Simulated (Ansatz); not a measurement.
Working through vertical and adiabatic energies of changing the electron count of LiZn

With the Ansatz DFT code, driven from Python.

`lizn.xyz`
```text
2

Li    0.00000    0.00000    0.00000
Zn    0.00000    0.00000    2.47500
```

At the Python prompt:
```pycon
>>> import itertools
>>> import ansatz as az
>>> from ase.data import atomic_numbers, covalent_radii
>>> import numpy as np
>>> BASIS_SET = 'def2-SVP'
>>> FUNCTIONAL = 'pbe0'
>>> CHARGE = 1
>>> lizn = az.Crystal.molecule_from_extxyz('lizn.xyz')
>>> calc = lizn.calculation().basis(gaussian=BASIS_SET).functional(FUNCTIONAL).spin('collinear', total=1)
>>> symbols = [site.symbol for site in lizn.cartesian_sites]
>>> start = np.array([site.position_ang for site in lizn.cartesian_sites], dtype=float)
>>> data = calc.relax(force_tolerance=0.01).run().report
>>> end = np.array(data['positions_ang'])
>>> minimum = az.Crystal.molecule()
>>> for symbol, place in zip(symbols, end):
...     minimum = minimum.atom(symbol, place.tolist())
...
>>> ion = (
...     minimum.calculation()
...     .basis(gaussian=BASIS_SET)
...     .functional(FUNCTIONAL)
...     .charge(CHARGE)
... )
>>> vertical = ion.run().report
>>> settled = ion.relax(force_tolerance=0.01, max_steps=80).run().report
>>> print(f'vertical ionisation energy   {vertical["free_energy_ev"] - data["free_energy_ev"]:.3f} eV')
vertical ionisation energy   4.992 eV
>>> print(f'adiabatic, no zero point     {settled["free_energy_ev"] - data["free_energy_ev"]:.3f} eV')
adiabatic, no zero point     4.952 eV
>>> print(f'relaxation energy of the ion {vertical["free_energy_ev"] - settled["free_energy_ev"]:.3f} eV')
relaxation energy of the ion 0.040 eV
>>> ionised = np.array(settled['positions_ang'])
>>> radius = [covalent_radii[atomic_numbers[s]] for s in symbols]
>>> span = lambda where, i, j: np.linalg.norm(where[i] - where[j])
>>> bonded = [(i, j) for i, j in itertools.combinations(range(len(symbols)), 2) if min(span(end, i, j), span(ionised, i, j)) < 1.2 * (radius[i] + radius[j])]
>>> print('pair        before    after (A)')
pair        before    after (A)
>>> for i, j in bonded:
...     print(f'{symbols[i]}{i}-{symbols[j]}{j}'.ljust(10), f'{span(end, i, j):8.4f} {span(ionised, i, j):8.4f}')
...
Li0-Zn1      2.9487   2.6923
```

Reading the output:
- The energies are electronic: no zero-point or thermal terms, and the basis set is short of its limit. The product may relax into another structure. Each relaxation finds its nearest minimum, which needn't be the lowest.
- The run takes the species as open-shell (spin multiplicity 2), which needn't be its ground state.
- Only the spin states typed were run; another state of an ion can lie lower, by up to an eV or two.
- The spin state was assumed, and another may lie lower.
- It ran for 16 s on 1 thread of Arm Neoverse V1, with other jobs on the host, peak memory 0.19 GiB.
